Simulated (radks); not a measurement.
**The first electron to leave Ce⁹⁺**

Aim: remove one electron from each of the outer sub-shells of Ce⁹⁺ ([Kr] 4d10 5s2 5p1) in turn, let the ion relax, and find the cheapest removal. The parent's configuration is the lowest that an earlier search found at this level.

Method: scalar-relativistic Kohn-Sham, PBEsol, spin-polarised, spherical densities, finite nucleus; open shells are filled with parallel spins first. Code: radks (a radial shooting solver on a logarithmic mesh, Libxc functionals) version 1.

7 further runs of the same task are left out: 2 that didn't finish, 5 set aside as unsound or not needed.

## Step 1: The atom as given

* element: cerium (Z = 58)
* charge: +9
* electrons: 49
* configuration: [Kr] 4d10 5s2 5p1
* nuclear rms radius: 4.8771 fm

The outer shells:

Ce⁹⁺
```
[Kr] core
4d [↑↓][↑↓][↑↓][↑↓][↑↓]
5s [↑↓]
5p [↑ ][  ][  ]
```

## Step 2: The parent, Ce⁹⁺

The parent was computed earlier with the same settings: E = -8836.612548 hartree. Its outer levels (eV):

| level | occupation | energy (eV) |
| --- | --- | --- |
| 4p up | 3 | -340.53 |
| 4p down | 3 | -340.32 |
| 4d up | 5 | -238.95 |
| 4d down | 5 | -238.66 |
| 5s up | 1 | -153.24 |
| 5s down | 1 | -151.64 |
| 5p up | 1 | -131.31 |
| 5p down | 0 | -129.62 |

## Step 3: Remove 5p: [Kr] 4d10 5s2

Input:

```text
Z 58
configuration [Kr] 4d10 5s2
relativity scalar-relativistic
functional pbe_sol,pbe_sol
spin polarised
nucleus finite rms 4.8771 fm
c 137.035999084
```

## Step 4: Remove 5s: [Kr] 4d10 5s1 5p1

Input: that of step 3 with these lines changed.

```diff
@@ -1,3 +1,3 @@
 Z 58
-configuration [Kr] 4d10 5s2
+configuration [Kr] 4d10 5s1 5p1
 relativity scalar-relativistic
```

## Step 5: Remove 4d: [Kr] 4d9 5s2 5p1

Input: that of step 4 with these lines changed.

```diff
@@ -1,3 +1,3 @@
 Z 58
-configuration [Kr] 4d10 5s1 5p1
+configuration [Kr] 4d9 5s2 5p1
 relativity scalar-relativistic
```

## Step 6: Remove 4p: [Ar] 3d10 4s2 4p5 4d10 5s2 5p1

Input: that of step 5 with these lines changed.

```diff
@@ -1,3 +1,3 @@
 Z 58
-configuration [Kr] 4d9 5s2 5p1
+configuration [Ar] 3d10 4s2 4p5 4d10 5s2 5p1
 relativity scalar-relativistic
```

Before running it: what results should come out? Wanted: for each run, case; final configuration; Δ-SCF; −ε of the level emptied.

The runs gave:

| case | final configuration | Δ-SCF (eV) | −ε of the level emptied (eV) |
| --- | --- | --- | --- |
| remove 5p | [Kr] 4d10 5s2 | 138.41 | 131.31 |
| remove 5s | [Kr] 4d10 5s1 5p1 | 159.20 | 151.64 |
| remove 4d | [Kr] 4d9 5s2 5p1 | 252.30 | 238.66 |
| remove 4p | [Ar] 3d10 4s2 4p5 4d10 5s2 5p1 | 354.69 | 340.32 |

Removal from 5p costs least (138.41 eV), ahead of 5s (159.20 eV). 5p is also the highest occupied level of the parent. NIST lists 140 eV (theoretical), between the same two configurations. Open shells are spherical and high-spin; term and fine-structure splittings are not resolved. Spin-orbit splitting is averaged out at the scalar-relativistic level.
